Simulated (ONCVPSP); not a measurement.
# An ONCV potential for Zr, from input to tests

Aim: build the potential from the settings below, then test how well it stands in for the atom: other configurations, scattering, ghost states and the plane-wave cutoff that it needs.

The numbers are computed with ONCVPSP 4.0.1 (LDA (Perdew-Zunger), fully relativistic, spin-unpolarised reference atom).

## (1) The atom and the settings

The settings as typed:

| Property | Result |
| --- | --- |
| element | zirconium (Zr, Z = 40) |
| type | optimised norm-conserving Vanderbilt (ONCV) |
| frozen core | [Ar] 3d10 |
| valence charge | 12 |
| reference configuration | 4s2 4p6 4d2 5s2 |
| partial waves | 4s+5s: rc 2.35 bohr, ncon 4, nbas 9, qcut 3.9 1/bohr, 2 projectors; 4p: rc 1.55 bohr, ncon 3, nbas 7, qcut 5.7 1/bohr, 3 projectors, debl 0.9 Ha; 4d: rc 1.80 bohr, ncon 4, nbas 7, qcut 4.6 1/bohr, 2 projectors, debl 0.6 Ha |
| local potential | polynomial inside 1.25 bohr (lpopt 4, dvloc0 6 Ha) |
| core correction | Teter function fitted to the true core (icmod 2), fcfact 0.3 |

The outer shells as boxes (Hund's rule for the drawing; the calculation is spin-unpolarised):

```
[Ar] core
3d [↑↓][↑↓][↑↓][↑↓][↑↓]
4s [↑↓]
4p [↑↓][↑↓][↑↓]
4d [↑ ][↑ ][  ][  ][  ]
5s [↑↓]
```

An earlier all-electron run gives the scale for the radii.

All-electron outer shells of the reference configuration (LDA (Perdew-Zunger), scalar-relativistic, ld1.x):

```csv
shell,level (eV),outermost node (bohr),outermost maximum (bohr)
3d,-174.95,–,0.35
4s,-54.51,0.55,1.08
4p,-32.50,0.56,1.17
5s,-4.60,1.47,3.11
4d,-3.74,0.58,1.61
5p,-1.55,1.70,4.15
```

## (2) Generating the potential

Zr.dat reads:

```
# ATOM AND REFERENCE CONFIGURATION
# atsym  z   nc   nv     iexc    psfile
  Zr 40.00    6    4        3      upf
#
#   n    l    f
    1    0    2.00
    2    0    2.00
    2    1    6.00
    3    0    2.00
    3    1    6.00
    3    2   10.00
    4    0    2.00
    4    1    6.00
    4    2    2.00
    5    0    2.00
#
# PSEUDOPOTENTIAL AND OPTIMIZATION
# lmax
    2
#
#   l,   rc,      ep,       ncon, nbas, qcut
    0    2.35    0.00    4    9    3.90
    1    1.55    0.00    3    7    5.70
    2    1.80    0.00    4    7    4.60
#
# LOCAL POTENTIAL
# lloc, lpopt,  rc(5),   dvloc0
    4    4    1.25    6.00
#
# VANDERBILT-KLEINMAN-BYLANDER PROJECTORs
# l, nproj, debl
    0    2    3.60
    1    3    0.90
    2    2    0.60
#
# MODEL CORE CHARGE
# icmod, fcfact, rcfact
    2    0.30    0.95
#
# LOG DERIVATIVE ANALYSIS
# epsh1, epsh2, depsh
   -4.00    5.00    0.02
#
# OUTPUT GRID
# rlmax, drl
    6.00    0.01
#
# TEST CONFIGURATIONS
# ncnf
    4
# nvcnf
#   n    l    f
    4
    4    0    2.00
    4    1    6.00
    4    2    2.00
    5    0    1.00
#
    4
    4    0    2.00
    4    1    6.00
    4    2    2.00
    5    0    0.00
#
    4
    4    0    2.00
    4    1    6.00
    4    2    1.00
    5    0    0.00
#
    4
    4    0    2.00
    4    1    6.00
    4    2    1.00
    5    0    2.00
#
```

On the command line:

```
oncvpspr.x < Zr.dat > Zr.out
```

Before running it: what results should come out? Wanted: cutoffs for 1 and 0.1 mHa per electron, occupied waves; bound ghosts; GHOST(+) flags; largest test error; largest phase difference near zero energy, channels read; rms error of d²Exc/dn², without and with the model core; projector energies reset by the program.

The runs gave:

| quantity | value |
| --- | --- |
| cutoffs for 1 and 0.1 mHa per electron, occupied waves | 26 Ha and 50 Ha |
| bound ghosts | d5/2 at -828.64 eV, d3/2 at -274.03 eV |
| GHOST(+) flags | d3/2 at 659 eV |
| largest test error (AE − PS) | -11 meV, for 4s2 4p6 4d2 5s0 |
| largest phase difference near zero energy, channels read | 0.001 rad |
| rms error of d²Exc/dn², without and with the model core | 7.80 and 3.32 mHa |
| projector energies reset by the program | p: -1.173, 0.250, 1.150 Ha |

What this shows: It has a bound ghost (d5/2, d3/2), a state that the atom doesn't have, and that rules the file out. The worst unpolarised test, 4s2 4p6 4d2 5s0, is off by 11 meV on 20.6 eV; by total energies transferability rates as good. Atomic tests can pass in spite of a ghost, since they solve only for the levels asked. It counts as of middling hardness, with 26 Ha needed at the looser tolerance. At the looser tolerance the 4d wave is the slowest; 4p needs 10 Ha. Near zero energy the phases of the channels with partial waves agree within 0.001 rad. The program also flags highly localised states, GHOST(+) (d3/2). These are tests on the free atom; a crystal test is still owed.
